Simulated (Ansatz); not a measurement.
# Lu (dhcp type): how the settings move a single-point run

Aim: see which settings change the result for Lu (dhcp type), by how much, and at what cost.

Method: reference: DFT, PBE, all-electron LAPW, scalar-relativistic, in Ansatz 0.2.0.

3 further runs of the same task are left out: 3 that didn't finish.

### 1 The system as given

Symmetry: P6_3/mmc, No. 194, hexagonal system. Conventional cell: a = 2.753 Å, b = 2.753 Å, c = 8.862 Å, α = 90.00°, β = 90.00°, γ = 120.00°. Lu (site symmetry -3m) has 12 Lu at 2.73 to 2.75 Å as nearest neighbours. Around Lu (site symmetry -6m2) lie 12 Lu at 2.73 to 2.75 Å.

Coordinates:

```cif
data_structure
_symmetry_space_group_name_H-M 'P 1'
_symmetry_Int_Tables_number 1
_cell_length_a 2.7529
_cell_length_b 2.7529
_cell_length_c 8.8624
_cell_angle_alpha 90.000
_cell_angle_beta 90.000
_cell_angle_gamma 120.000
_cell_volume 58.17
loop_
_atom_site_label
_atom_site_type_symbol
_atom_site_fract_x
_atom_site_fract_y
_atom_site_fract_z
_atom_site_occupancy
Lu1 Lu 0.00000 0.00000 0.00000 1
Lu2 Lu 0.00000 0.00000 0.50000 1
Lu3 Lu 0.33333 0.66667 0.25000 1
Lu4 Lu 0.66667 0.33333 0.75000 1
```

### 2 The reference run

The input, input.yaml:

```yaml
crystal:
  lattice:
    - [2.7529421967, 0.0, 0.0]
    - [-1.3764710983, 2.3841178775, 0.0]
    - [0.0, 0.0, 8.8624354132]
  atoms:
    - { symbol: Lu, position: [0.0, 0.0, 0.0] }
    - { symbol: Lu, position: [0.0, 0.0, 0.5] }
    - { symbol: Lu, position: [0.3333333333, 0.6666666667, 0.25] }
    - { symbol: Lu, position: [0.6666666667, 0.3333333333, 0.75] }
kpoints:
  mp_grid: { grid: [10, 10, 3] }
scf:
  occupations: { method: fermi_dirac, width: 0.1 }
hamiltonian:
  xc: pbe
  pseudopotentials: { kind: all_electron, lapw: { basis_error: 0.001 } }
output:
  forces: true
  stress: true
  eigenvalues: true
  populations: true
```

On the command line:

```
$ ansatz run input.yaml --threads 1 --pin off --max-ram 3072MiB --backend cpu --events-out ev --progress --plain --runs-dir out
```

### 3 Variant: occupations.method tetrahedron, preconditioner local_kerker, width left out

Changes to input.yaml since step 2:

```diff
@@ -13,3 +13,4 @@
 scf:
-  occupations: { method: fermi_dirac, width: 0.1 }
+  occupations: { method: tetrahedron }
+  mixing: { preconditioner: local_kerker }
 hamiltonian:
```

Before running it: what results should come out? Wanted: for each run, ending; energy change; pressure; gap; force.

As calculated:

| run | ending | energy change | pressure (GPa) | gap (eV) | force (eV/Å) | cycles | time |
| --- | --- | --- | --- | --- | --- | --- | --- |
| reference | converged | 0 | 100.1 | 0.00 | 0.00 | 10 | 84 s |
| 1: occupations.method tetrahedron, preconditioner local_kerker, width left out | converged | -0.2 meV/atom (σ→0) | 100.0 | 0.00 | 0.00 | 12 | 94 s |

Residual by cycle in the longest SCF loop of each run; runs are numbered as in the table. The quantity is the density residual dr2, in eV.

| cycle | reference | run 1 |
| --- | --- | --- |
| 1 | 0.208 | 0.209 |
| 2 | 0.018 | 0.0149 |
| 3 | 0.0219 | 0.012 |
| 4 | 0.0142 | 0.00751 |
| 5 | 0.00228 | 0.00118 |
| 6 | 2.7e-4 | 3.0e-4 |
| 7 | 6.6e-5 | 3.7e-5 |
| 8 | 1.8e-5 | 1.5e-5 |
| 9 | 2.1e-6 | 1.8e-6 |
| 10 | 5.5e-8 | 3.8e-7 |
| 11 | - | 1.9e-8 |
| 12 | - | 2.3e-10 |

**Reading.** Changing the smearing and mixing hardly moves the energy: -0.2 meV/atom. Cost: 12 SCF cycles against 10. The structure is not at rest: the sound run finds 100 GPa, so these are no properties of the relaxed crystal. 
